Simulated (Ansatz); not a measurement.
# Ga₂H₂+ (doublet): from Hartree-Fock to the top rungs, cc-pVDZ

The task here is to estimate one member of a computed series from the others.

Method: cc-pVDZ, core rule «outside noble gas», up to 28 orbitals frozen; program: Ansatz 0.2.0, Gaussian basis.

To be run: UHF; CCSD(T) on ROHF; CCSD(T) on UHF; BCCD(T) on ROHF; CISD; CCSDT(Q) on ROHF; CCSDT(Q) on UHF; CISDTQ; CCSDTQ on ROHF; CCSDTQ on UHF.

14 further runs of the same task are left out: 8 for a known fault of the program, 6 set aside as unsound or not needed.

## The geometry

The geometry is a PBE0/def2-TZVP stationary point (not a proven minimum) of the parent state, kept for this charge and spin. No spin-orbit coupling is included. The filled d shell of Ga may be among the frozen orbitals whatever the setting's name suggests; the logs give the count.

4 atoms, charge 1, spin multiplicity 2.

Atoms are counted from 1 here; the program's logs count them from 0.

Bond lengths: Ga1–Ga2 2.482 Å, Ga1–H3 1.564 Å, Ga1–H4 1.564 Å. Angles: Ga2–Ga1–H3 114.7°, Ga2–Ga1–H4 114.7°, H3–Ga1–H4 130.7°.

Set-up of the first run:

Input file in.yaml:

```yaml
crystal:
  periodic: [false, false, false]
  atoms:
    - {symbol: Ga, position_ang: [0.000000, 0.000000, -1.214166]}
    - {symbol: Ga, position_ang: [0.000000, 0.000000, 1.268134]}
    - {symbol: H, position_ang: [0.000000, 1.421600, -1.866566]}
    - {symbol: H, position_ang: [0.000000, -1.421600, -1.866566]}
basis:
  gaussian: {orbitals: cc-pVDZ}
total_charge: 1
magnetization: {spin_polarized: true, initial_magnetization: 1}
hamiltonian: {xc: hf}
output: {orbitals: {seedname: orbitals}}
```

On the command line:

```
ansatz run in.yaml --threads 1 --pin off --events-out ev --progress --plain --max-ram 4096MiB --backend cpu
```

Steps of the session up to this table: UHF; CCSD(T) on ROHF; CCSD(T) on UHF; BCCD(T) on ROHF; CISD; CCSDT(Q) on ROHF; CCSDT(Q) on UHF; CISDTQ; CCSDTQ on ROHF; CCSDTQ on UHF.

One of the session's tables, all rows but one given; the rest of the session is left out.

It belongs to the step «Misses and costs». 

```
   method  from UCCSDTQ (kcal/mol)
     ROHF                   +75.36
      UHF                   +72.40
     RMP2                   +20.73
     UMP2                   +20.54
    RCCSD                    +2.05
    UCCSD                    +1.80
 RCCSD(T)                    +0.65
 UCCSD(T)                    +0.51
  BCCD(T)                    +0.64
   RCCSDT                    +0.20
   UCCSDT                    +0.06
RCCSDT(Q)                        ?
UCCSDT(Q)                    +0.01
  RCCSDTQ                    +0.14
  UCCSDTQ                        0
```

Q: Estimate the row for RCCSDT(Q) from the others.

As computed: from UCCSDTQ (kcal/mol): +0.16. In the column «from UCCSDTQ (kcal/mol)» it lies between RCCSDTQ (+0.14) and RCCSDT (+0.20).

Limits of these values: Restricted and unrestricted rows rest on different reference determinants; where their highest levels disagree by more than a few hundredths of an eV, they describe different states and don't form one ladder.
